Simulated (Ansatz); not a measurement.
# C₃H₆AlN: one species, many methods

The task here is to estimate one member of a computed series from the others.

Method: functionals in def2-TZVPP, the program's frozen cores in correlated methods; program: Ansatz 0.2.0, Gaussian basis.

Plan: PBE-D4, r2SCAN-D4, PBE0-D4, B3LYP-D4, ωB97X-V, ωB97M-V, B2PLYP; CCSD(T)/def2-TZVPP; MP2/def2-QZVPP; extrapolation to the limit.

### The relaxed structure

An earlier PBE0-D4 in a triple-zeta def2 set relaxation fixed the geometry.

11 atoms, charge 0, spin multiplicity 1.

Atoms are counted from 1 here; the program's logs count them from 0.

Bond lengths: C1–C2 1.354 Å, C1–Al5 2.288 Å, C1–H6 1.088 Å, C1–H7 1.088 Å, C2–C3 1.285 Å, C2–Al5 2.080 Å, C3–N4 1.352 Å, C3–Al5 2.046 Å, N4–H8 1.007 Å, N4–H9 1.003 Å, Al5–H10 1.584 Å, Al5–H11 1.585 Å. Angles: C2–C1–Al5 63.7°, C2–C1–H6 120.7°, C2–C1–H7 120.7°, Al5–C1–H6 110.7°, Al5–C1–H7 110.0°, H6–C1–H7 116.2°, C1–C2–C3 151.0°, C1–C2–Al5 80.6°, C3–C2–Al5 70.4°, C2–C3–N4 140.3°, C2–C3–Al5 73.3°, N4–C3–Al5 146.3°, C3–N4–H8 118.6°, C3–N4–H9 117.3°, H8–N4–H9 114.8°, C1–Al5–C2 35.7°, C1–Al5–C3 72.0°, C1–Al5–H10 107.8° and more.

Coordinates:

```xyz
11

C    -0.4546    1.6294   -0.5542
C    -0.6111    0.5202    0.2057
C    -0.2249   -0.6443    0.5874
N    -0.5515   -1.6094    1.4757
Al    1.1264   -0.0043   -0.8093
H    -1.0249    1.7597   -1.4712
H     0.0000    2.5264   -0.1391
H    -1.4829   -1.6159    1.8587
H    -0.1471   -2.5172    1.3381
H     2.4922    0.5464   -0.2251
H     0.9436   -0.6481   -2.2463
```

Set-up of the first run:

Contents of in.yaml:

```yaml
crystal:
  periodic: [false, false, false]
  atoms:
    - {symbol: C, position_ang: [-0.454564, 1.629387, -0.554164]}
    - {symbol: C, position_ang: [-0.611136, 0.520231, 0.205690]}
    - {symbol: C, position_ang: [-0.224903, -0.644286, 0.587424]}
    - {symbol: N, position_ang: [-0.551517, -1.609409, 1.475750]}
    - {symbol: Al, position_ang: [1.126401, -0.004281, -0.809330]}
    - {symbol: H, position_ang: [-1.024900, 1.759697, -1.471164]}
    - {symbol: H, position_ang: [0.000028, 2.526430, -0.139139]}
    - {symbol: H, position_ang: [-1.482934, -1.615869, 1.858747]}
    - {symbol: H, position_ang: [-0.147077, -2.517195, 1.338129]}
    - {symbol: H, position_ang: [2.492154, 0.546372, -0.225098]}
    - {symbol: H, position_ang: [0.943648, -0.648077, -2.246343]}
basis:
  gaussian: {orbitals: def2-TZVPP}
hamiltonian: {xc: pbe, dispersion: d4}
output: {forces: true, orbitals: {seedname: orbitals}}
```

On the command line:

```
$ ansatz run in.yaml --threads 4 --pin off --events-out ev --progress --plain --max-ram 10444MiB
```

Among the steps run: PBE-D4 (GGA); r2SCAN-D4 (meta-GGA); PBE0-D4 (hybrid); B3LYP-D4 (hybrid); ωB97X-V (range-separated); ωB97M-V (range-separated); B2PLYP (double hybrid); CCSD(T) in def2-TZVPP; MP2 in def2-QZVPP.

One table of the session follows, with a row left open; its other results are not shown here.

It belongs to the step «Atomisation energies». 

```
            method  atomisation energy (kJ/mol)
            PBE-D4                       4248.5
         r2SCAN-D4                       4146.3
           PBE0-D4                       4154.8
          B3LYP-D4                       4131.5
           ωB97X-V                       4124.8
           ωB97M-V                       4134.6
            B2PLYP                       4079.9
     HF/def2-TZVPP                       2904.2
    MP2/def2-TZVPP                       4067.2
   CCSD/def2-TZVPP                       3914.2
CCSD(T)/def2-TZVPP                       3991.0
           MP2/CBS                       4182.2
       CCSD(T)/CBS                            ?
```

Estimate the missing values for CCSD(T)/CBS.

As computed: atomisation energy (kJ/mol): 4106.1. In the column «atomisation energy (kJ/mol)» it lies between B2PLYP (4079.9) and ωB97X-V (4124.8).

Limits of these values: Free atoms (3 C, 1 N, 1 Al, 6 H) were run apart at each level; the atomisation energy is their sum less the molecule, without zero-point or spin-orbit terms.
